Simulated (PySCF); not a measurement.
# Sn(CCH)4: geometry, NMR shifts and electronic excitations

Aim: predict the NMR shifts and electronic excitations of Sn(CCH)4 (`C#[C][Sn]([C]#C)([C]#C)[C]#C`).

Programs: PySCF 2.14.0, with density-fitted response routines of our own. Each step states its level of theory. These are calculated values for one molecule in the gas phase, unless marked as measured. Atoms are numbered from 0 throughout.

### 1 The molecule as given

13 atoms, charge 0, multiplicity 1; geometry from: GFN2-xTB. The atoms were then displaced at random by about 0.03 Å, so the start is not that level's minimum.

Bonds of the start (Å): Sn0–C1 2.06, Sn0–C4 2.03, Sn0–C7 2.17, Sn0–C10 2.06, C1–C2 1.18, C2–H3 1.08, C4–C5 1.19, C5–H6 1.09, C7–C8 1.20, C8–H9 1.05, C10–C11 1.17, C11–H12 1.10.

### 2 Relaxing the molecule at PBE0-D3(BJ)/def2-SVP

The job: settings as JSON, then the geometry in Å.

```
{"job": {"xc": "PBE0", "basis": "def2-SVP", "d3": "d3bj", "grid": 1, "maxiter": 40, "shake": 0.03, "kind": "geom"}, "charge": 0, "multiplicity": 1}
Sn     0.064740    -0.078240     0.010450
C     -0.021280    -0.020350     2.071880
C     -0.073660    -0.019460     3.253360
H      0.077150    -0.010040     4.321860
C      1.959000    -0.019060    -0.721580
C      3.089270     0.021330    -1.093810
H      4.123820     0.006350    -1.433700
C     -0.926040     1.716440    -0.709950
C     -1.543000     2.697570    -1.036830
H     -2.041800     3.534210    -1.415640
C     -1.004840    -1.706750    -0.671810
C     -1.534850    -2.672240    -1.076070
H     -2.137860    -3.501870    -1.475960
```

Command:

```bash
$ OMP_NUM_THREADS=1 python probes_run.py task.json out
```

The driver reads the jobs from task.json and runs them one after another.

Output:

```text
step   0  E = -520.63774904  max force = 0.091402
step   1  E = -520.65120688  max force = 0.012312
step   2  E = -520.65222187  max force = 0.007998
step   3  E = -520.65258827  max force = 0.002672
step   4  E = -520.65267431  max force = 0.001239
step   5  E = -520.65270646  max force = 0.000937
step   6  E = -520.65275690  max force = 0.000342
step   7  E = -520.65276493  max force = 0.000265
optimisation converged
```

Run time: 1.9 min. Hardware: 1 thread of Arm Neoverse V2, shared host; peak memory 0.61 GiB.

Along the way:

```csv
step,energy from step 0 (eV),largest force component (eV/Å)
0,0.0000,4.7001
1,-0.3662,0.6331
2,-0.3938,0.4113
3,-0.4038,0.1374
4,-0.4061,0.0637
5,-0.4070,0.0482
6,-0.4084,0.0176
7,-0.4086,0.0136
```

Close pairs (by a distance rule), those that changed most:

| bond | before (Å) | after (Å) | change (Å) |
| --- | --- | --- | --- |
| Sn0–C7 | 2.173 | 2.077 | -0.096 |
| Sn0–C4 | 2.032 | 2.076 | +0.045 |
| C10–C11 | 1.173 | 1.216 | +0.043 |
| C1–C2 | 1.183 | 1.216 | +0.033 |
| C8–H9 | 1.045 | 1.076 | +0.031 |
| C4–C5 | 1.191 | 1.216 | +0.025 |
| C11–H12 | 1.101 | 1.076 | -0.025 |
| C5–H6 | 1.089 | 1.076 | -0.013 |

The final coordinates are the input of the step that follows.

```
                         at the end point                value
rotational constants (GHz, main isotopes)  0.946, 0.943, 0.939
                        dipole moment (D)                 0.02
```

### 3 Shielding tensors: PBE0/def2-TZVP+pcSseg-1

The job: settings as JSON, then the geometry in Å.

```
{"job": {"kind": "nmr", "xc": "PBE0", "basis": {"default": "pcSseg-1", "Sn": "def2-TZVP"}}, "charge": 0, "multiplicity": 1}
Sn    -0.008587    -0.003210    -0.000188
C      0.000354    -0.015033     2.076578
C      0.014635    -0.022877     3.292447
H      0.024644    -0.030982     4.368414
C      1.948577    -0.008654    -0.693815
C      3.096066    -0.013661    -1.096014
H      4.112181    -0.019793    -1.450029
C     -0.979113     1.703507    -0.677479
C     -1.540915     2.707382    -1.071327
H     -2.038548     3.596116    -1.418522
C     -0.990217    -1.692114    -0.704710
C     -1.555946    -2.685481    -1.118932
H     -2.052481    -3.567310    -1.484222
```

With the program's defaults for keys left out, this is: GIAO PBE0/pcSseg-1 Sn:def2-TZVP NMR shielding, scalar relativity only through core potentials, gas phase.

Output:

```text
coarse grid: 59360 points
cycle   1  E = -518.4606269295  dE = -3.357e+01  |g| = 3.230e+00  |ddm| = 3.251e+01
cycle   2  E = -478.4647330512  dE =  4.000e+01  |g| = 1.223e+01  |ddm| = 4.723e+01
cycle   3  E = -520.3214099043  dE = -4.186e+01  |g| = 1.443e+00  |ddm| = 4.680e+01
cycle   4  E = -520.4620353910  dE = -1.406e-01  |g| = 1.322e+00  |ddm| = 2.196e+00
cycle   5  E = -520.8487428720  dE = -3.867e-01  |g| = 1.200e-01  |ddm| = 1.008e+00
cycle   6  E = -520.8529016107  dE = -4.159e-03  |g| = 3.999e-02  |ddm| = 1.821e-01
cycle   7  E = -520.8533069761  dE = -4.054e-04  |g| = 7.163e-03  |ddm| = 5.191e-02
cycle   8  E = -520.8533228785  dE = -1.590e-05  |g| = 1.250e-03  |ddm| = 1.373e-02
cycle   9  E = -520.8533229460  dE = -6.747e-08  |g| = 1.181e-03  |ddm| = 1.783e-03
final grid: 125200 points
cycle  10  E = -520.8533457577  dE =  1.440e-06  |g| = 2.684e-03  |ddm| = 3.022e-03
cycle  11  E = -520.8533379794  dE =  7.778e-06  |g| = 6.209e-03  |ddm| = 6.437e-03
cycle  12  E = -520.8533475377  dE = -9.558e-06  |g| = 1.762e-04  |ddm| = 4.496e-03
cycle  13  E = -520.8533475455  dE = -7.772e-09  |g| = 2.536e-05  |ddm| = 1.322e-04
cycle  14  E = -520.8533475456  dE = -1.722e-10  |g| = 3.199e-06  |ddm| = 2.870e-05
converged SCF energy = -520.8533475456

GIAO shielding tensors (ppm)
atom      isotropic    diamagn.    paramagn.     s11        s22        s33       span
  0 Sn         nan         nan         nan        nan        nan        nan        nan
  1 C      102.191     256.158    -153.967      7.542      7.620    291.411    283.869
  2 C       81.193     260.052    -178.858     -8.917     -8.843    261.340    270.257
  3 H       29.151      31.854      -2.702     23.621     23.622     40.211     16.590
  4 C      102.120     256.180    -154.060      7.429      7.506    291.426    283.997
  5 C       81.212     260.089    -178.877     -8.846     -8.778    261.261    270.106
  6 H       29.152      31.877      -2.725     23.623     23.625     40.208     16.585
  7 C      102.260     256.126    -153.866      7.643      7.706    291.430    283.786
  8 C       81.178     260.027    -178.849     -8.955     -8.897    261.386    270.341
  9 H       29.150      31.831      -2.681     23.618     23.620     40.212     16.594
 10 C      102.272     256.122    -153.850      7.644      7.735    291.437    283.792
 11 C       81.163     260.023    -178.859     -8.980     -8.896    261.367    270.347
 12 H       29.155      31.840      -2.685     23.623     23.624     40.218     16.595
```

It took 43 s on 1 thread of Arm Neoverse V2, shared host; peak memory 1.1 GiB.

Shifts follow as δ = σ(reference) − σ, with reference shieldings (ppm) from runs at the same level and on the same kind of geometry: 1H TMS 31.27, 13C TMS 184.4. The references are single molecules in the gas phase. Atoms listed in one row are averaged.

```
          atoms                       environment  σ (ppm)  δ (ppm)
C2, C5, C8, C11             carbon bonded to C, H     81.2    103.2
C1, C4, C7, C10            carbon bonded to C, Sn    102.2     82.2
H3, H6, H9, H12  hydrogen on a carbon bonded to C    29.15     2.11
```

Atoms past Kr carry core potentials, so their printed shieldings have no meaning and are left out of the table.

Charges from the same density, by scheme (e):

```csv
atoms,Mulliken,ESP fit
Sn0,1.33,1.51
"C1, C4, C7, C10",0.00,-0.47
"C2, C5, C8, C11",-0.40,-0.18
```

Mayer bond orders: Sn0–C1 0.81, Sn0–C4 0.81, Sn0–C7 0.81, Sn0–C10 0.81, C1–C2 2.52, C4–C5 2.52, C7–C8 2.52, C10–C11 2.52.

With diffuse functions Mulliken charges and Mayer bond orders lose their meaning; the other schemes are steadier.

The fields below are evaluated on a grid from the run's orbitals.

Frontier orbitals at PBE0/def2-TZVP+pcSseg-1, with the share of their density that lies nearest to each atom:

| orbital | energy (eV) | lies on |
| --- | --- | --- |
| HOMO | -8.32 | 4 C atoms about 18 % each; C7, C8 about 8 % each |
| LUMO | -0.64 | Sn0 16 %; 4 C atoms about 12 % each; C2, C7, C11 about 8 % each |

ELF in a plane through or near 4 of the atoms.

Ten even steps from '0' (0.00) to '9' (1.00):
```
0000000000000000000000000000
0000000000000000000000000000
0000000000000000000000000000
0000000000000000000001000000
0000000000000000122379930000
0000000011000003466799980000
0000001333310025686159950000
0000013555552147417766300000
0000024566773127825875200000
0000012346643773476432000000
0000000122223773110000000000
0000000000001224310000000000
0000000000001477641000000000
0000000000001355542000000000
0000000000001344432000000000
0000000000000122210000000000
0000000000000000000000000000
0000000000000000000000000000
0000000000000000000000000000
0000000000000000000000000000
```
The map spans 12.2 Å across and 12.5 Å up, centred on the molecule. Atoms in the plane (x, y in Å): Sn0 (0.0, 0.0), C7 (1.6, 1.3), C8 (2.5, 2.1), H9 (3.3, 2.8).

On the surface of density 0.002 e/bohr³ the electrostatic potential runs, from the 1st to the 99th percentile, from -0.77 V near C4 to 1.69 V near H12.

### 4 Excited states and response: wB97X-D/def2-SVPD

The job, as its differences from that of step 3:

```diff
@@ -1,2 +1,2 @@
-{"job": {"kind": "nmr", "xc": "PBE0", "basis": {"default": "pcSseg-1", "Sn": "def2-TZVP"}}, "charge": 0, "multiplicity": 1}
+{"job": {"kind": "uv", "xc": "wB97X-D", "basis": "def2-SVPD", "ip": true, "nstates": 10}, "charge": 0, "multiplicity": 1}
 Sn    -0.008587    -0.003210    -0.000188
```

Method: TDDFT wB97X-D/def2-SVPD, vertical, gas phase, core orbitals frozen in the response.

Output:

```text
coarse grid: 59360 points
cycle   1  E = -518.4828502450  dE = -2.064e+01  |g| = 3.154e+00  |ddm| = 2.181e+01
cycle   2  E = -502.5678440677  dE =  1.592e+01  |g| = 8.987e+00  |ddm| = 1.864e+02
cycle   3  E = -520.8223082119  dE = -1.825e+01  |g| = 8.121e-01  |ddm| = 1.866e+02
cycle   4  E = -520.9379309039  dE = -1.156e-01  |g| = 4.487e-01  |ddm| = 2.877e+00
cycle   5  E = -520.9794629020  dE = -4.153e-02  |g| = 8.867e-02  |ddm| = 1.169e+00
cycle   6  E = -520.9815747162  dE = -2.112e-03  |g| = 1.831e-02  |ddm| = 3.301e-01
cycle   7  E = -520.9816837108  dE = -1.090e-04  |g| = 3.789e-03  |ddm| = 1.069e-01
cycle   8  E = -520.9816889209  dE = -5.210e-06  |g| = 1.271e-03  |ddm| = 1.600e-02
final grid: 125200 points
cycle   9  E = -520.9791269130  dE = -6.419e-06  |g| = 2.060e-03  |ddm| = 2.443e-02
cycle  10  E = -520.9791261266  dE =  7.863e-07  |g| = 2.698e-03  |ddm| = 1.078e-02
cycle  11  E = -520.9791278613  dE = -1.735e-06  |g| = 2.579e-04  |ddm| = 5.499e-03
cycle  12  E = -520.9791278750  dE = -1.378e-08  |g| = 3.301e-05  |ddm| = 8.085e-04
cycle  13  E = -520.9791278754  dE = -3.408e-10  |g| = 3.229e-05  |ddm| = 2.637e-04
cycle  14  E = -520.9791278757  dE = -2.713e-10  |g| = 7.330e-06  |ddm| = 8.178e-05
converged SCF energy = -520.9791278757

Static polarisability (au): isotropic 119.167, principal 118.785 119.192 119.525

Singlet excitations
state   eV       nm        f      main configurations
  1   6.0658    204.4   0.00000   H-2->L+1 0.20, H-1->L+2 0.18, H->L 0.18
  2   6.1404    201.9   0.00000   H-1->L 0.09
  3   6.1412    201.9   0.00000
  4   6.1424    201.8   0.00000   H-4->L+1 0.10, H-7->L 0.10
  5   6.3151    196.3   0.00000   H->L+2 0.13, H-1->L 0.10, H-7->L 0.10
  6   6.3159    196.3   0.00000   H->L 0.13, H-7->L+2 0.09
  7   6.3175    196.3   0.00000   H-2->L+1 0.15, H-7->L 0.10
  8   6.3334    195.8   0.00000   H-3->L 0.12, H-2->L+2 0.11, H->L+1 0.09
  9   6.3339    195.7   0.00000   H-2->L 0.11, H-5->L+1 0.10, H->L 0.10
 10   6.4327    192.7   0.00334   H-6->L 0.15, H-5->L+2 0.12, H-4->L+2 0.08

Triplet excitations (Tamm-Dancoff, eV): 5.0815 5.0824 5.0834 5.0929
```

Wall time 3.1 min (1 thread of Arm Neoverse V2, shared host); peak memory 1.3 GiB.

The orbitals next to the gap, with their largest atomic shares:

```csv
orbital,eV,atoms
HOMO−3,-10.41,"C7 16 %, C8 16 %, C10 14 %"
HOMO−2,-10.21,"C10 17 %, C11 17 %, C7 16 %"
HOMO−1,-10.21,"C4 18 %, C5 18 %, C10 14 %"
HOMO,-10.21,"C4 19 %, C1 18 %, C5 18 %"
LUMO,1.09,"Sn0 21 %, C4 12 %, C5 11 %"
LUMO+1,1.09,"Sn0 21 %, C10 13 %, C11 12 %"
LUMO+2,1.09,"Sn0 21 %, C4 12 %, C7 12 %"
```

With each of the 10 states as a Gaussian band of 0.4 eV half-width at 1/e, the curve within the window shown has maxima at 193 nm (ε 140) L/(mol cm). Beyond the last state computed it falls off for lack of states. The curve at chosen wavelengths:

| nm | ε (L/mol/cm) |
| --- | --- |
| 184 | 77 |
| 186 | 98 |
| 187 | 107 |
| 189 | 123 |
| 191 | 133 |
| 192 | 135 |
| 194 | 133 |
| 196 | 125 |
| 197 | 119 |
| 199 | 103 |
| 201 | 86 |
| 202 | 77 |
| 204 | 60 |
| 206 | 45 |
| 208 | 33 |
| 209 | 28 |
| 211 | 19 |
| 213 | 13 |
| 214 | 10 |
| 216 | 7 |
| 218 | 4 |
| 219 | 3 |
| 221 | 2 |
| 223 | 1 |
| 224 | 1 |
| 226 | 0 |

Leading natural transition orbitals of singlet state 10: the hole lies on C4, C7, C8 about 17 % each; C5 14 %; C1, C2 about 10 % each; the particle on C4, C7, C8 about 13 % each; Sn0 13 %; C1, C5 about 10 % each.

Leading natural transition orbitals of singlet state 1: the hole lies on 4 C atoms about 17 % each; C10, C11 about 8 % each; the particle on C1, C4, C5 about 13 % each; Sn0 13 %; C2 11 %.

Further results of this job:

```csv
property,computed
dipole moment (D),0.02
polarisability (Å³),17.66
HOMO–LUMO gap (eV),11.29
−ε(HOMO) (eV),10.21
```

### 5 NMR shieldings: wB97X-D/def2-TZVP+pcSseg-1

The job, as its differences from that of step 4:

```diff
@@ -1,2 +1,2 @@
-{"job": {"kind": "uv", "xc": "wB97X-D", "basis": "def2-SVPD", "ip": true, "nstates": 10}, "charge": 0, "multiplicity": 1}
+{"job": {"kind": "nmr", "xc": "wB97X-D", "basis": {"default": "pcSseg-1", "Sn": "def2-TZVP"}, "pop": false}, "charge": 0, "multiplicity": 1}
 Sn    -0.008587    -0.003210    -0.000188
```

Level: GIAO wB97X-D/pcSseg-1 Sn:def2-TZVP NMR shielding, scalar relativity only through core potentials, gas phase.

Output:

```text
coarse grid: 59360 points
cycle   1  E = -519.3041110674  dE = -3.411e+01  |g| = 2.906e+00  |ddm| = 3.259e+01
cycle   2  E = -516.9914114513  dE =  2.313e+00  |g| = 4.535e+00  |ddm| = 7.559e+00
cycle   3  E = -521.1602178413  dE = -4.169e+00  |g| = 3.508e-01  |ddm| = 4.664e+00
cycle   4  E = -521.1581794401  dE =  2.038e-03  |g| = 3.546e-01  |ddm| = 6.432e-01
cycle   5  E = -521.1864148313  dE = -2.824e-02  |g| = 1.483e-02  |ddm| = 3.621e-01
cycle   6  E = -521.1865330335  dE = -1.182e-04  |g| = 5.125e-03  |ddm| = 6.903e-02
cycle   7  E = -521.1865442069  dE = -1.117e-05  |g| = 3.420e-04  |ddm| = 2.436e-02
cycle   8  E = -521.1865442812  dE = -7.422e-08  |g| = 2.715e-04  |ddm| = 1.535e-03
final grid: 125200 points
cycle   9  E = -521.1840476268  dE = -1.087e-05  |g| = 1.576e-03  |ddm| = 1.873e-02
cycle  10  E = -521.1840477503  dE = -1.234e-07  |g| = 1.181e-03  |ddm| = 3.168e-03
cycle  11  E = -521.1840479415  dE = -1.913e-07  |g| = 3.036e-04  |ddm| = 1.344e-03
cycle  12  E = -521.1840479623  dE = -2.080e-08  |g| = 6.429e-05  |ddm| = 2.588e-04
cycle  13  E = -521.1840479632  dE = -9.022e-10  |g| = 2.248e-05  |ddm| = 7.162e-05
converged SCF energy = -521.1840479632

GIAO shielding tensors (ppm)
atom      isotropic    diamagn.    paramagn.     s11        s22        s33       span
  0 Sn         nan         nan         nan        nan        nan        nan        nan
  1 C      102.882     256.959    -154.077      8.094      8.178    292.373    284.279
  2 C       79.713     260.181    -180.468    -11.496    -11.420    262.055    273.552
  3 H       29.224      31.608      -2.384     23.690     23.691     40.292     16.602
  4 C      102.814     256.957    -154.143      7.983      8.069    292.390    284.407
  5 C       79.745     260.214    -180.469    -11.415    -11.336    261.985    273.400
  6 H       29.226      31.632      -2.406     23.693     23.695     40.290     16.598
  7 C      102.946     256.906    -153.960      8.188      8.261    292.389    284.201
  8 C       79.704     260.156    -180.452    -11.519    -11.465    262.098    273.617
  9 H       29.223      31.587      -2.364     23.687     23.690     40.293     16.606
 10 C      102.959     256.905    -153.945      8.189      8.293    292.396    284.207
 11 C       79.690     260.150    -180.460    -11.553    -11.456    262.080    273.633
 12 H       29.228      31.595      -2.367     23.692     23.694     40.299     16.607
```

Wall time 40 s (1 thread of Arm Neoverse V2, shared host); peak memory 1.2 GiB.

Key values: δ C2 104.8, C1 81.6, H3 2.15 ppm (means over like atoms).

### 6 Comparing the runs: NMR shifts

Shifts (ppm), means over like atoms, with basis size and wall time:

```csv
run,C2,C1,H3,functions,time
PBE0/def2-TZVP+pcSseg-1,103.2,82.2,2.11,206,43 s
wB97X-D/def2-TZVP+pcSseg-1,104.8,81.6,2.15,206,40 s
```

### 7 Results

```
                                                                         quantity                         value
                                             rotational constants (main isotopes)          0.95, 0.94, 0.94 GHz
13C shifts against TMS (PBE0/def2-TZVP+pcSseg-1, means over atoms taken as alike)               103.2, 82.2 ppm
 1H shifts against TMS (PBE0/def2-TZVP+pcSseg-1, means over atoms taken as alike)                      2.11 ppm
                                            surface potential, 1st and 99th percentile            -0.77 V and 1.69 V
                                               lowest singlet (wB97X-D/def2-SVPD)   6.07 eV (204 nm), f = 0.000
                                         brightest single state of those computed  state 10, 6.43 eV, f = 0.003
                                                                   lowest triplet                       5.08 eV
                                                         range of the shift of C2            103.2 to 104.8 ppm
```

What this shows: The start was shaken at random, so part of the energy gained undoes that. Over 7 steps the energy fell by 0.409 eV; of the close pairs, Sn0–C7 changed most, 2.173 to 2.077 Å. The first singlet state (HOMO−2→LUMO+1 0.20, HOMO−1→LUMO+2 0.18) lies at 6.07 eV and is dark; of the 10 states computed, the strongest absorption comes from state 10 at 6.43 eV (the last computed, so partners may be missing). The lowest triplet lies 0.98 eV below the lowest singlet (triplets in Tamm-Dancoff, singlets in full TDDFT). Spin-orbit coupling, left out, mixes singlets and triplets in elements this heavy. In ppm, C2 (with its like atoms) moves most: its shift spreads over 1.6 ppm, from 103.2 (PBE0/def2-TZVP+pcSseg-1) to 104.8 (wB97X-D/def2-TZVP+pcSseg-1). Spin-orbit coupling is left out, which matters for shieldings and couplings at and beside the heavy atoms.
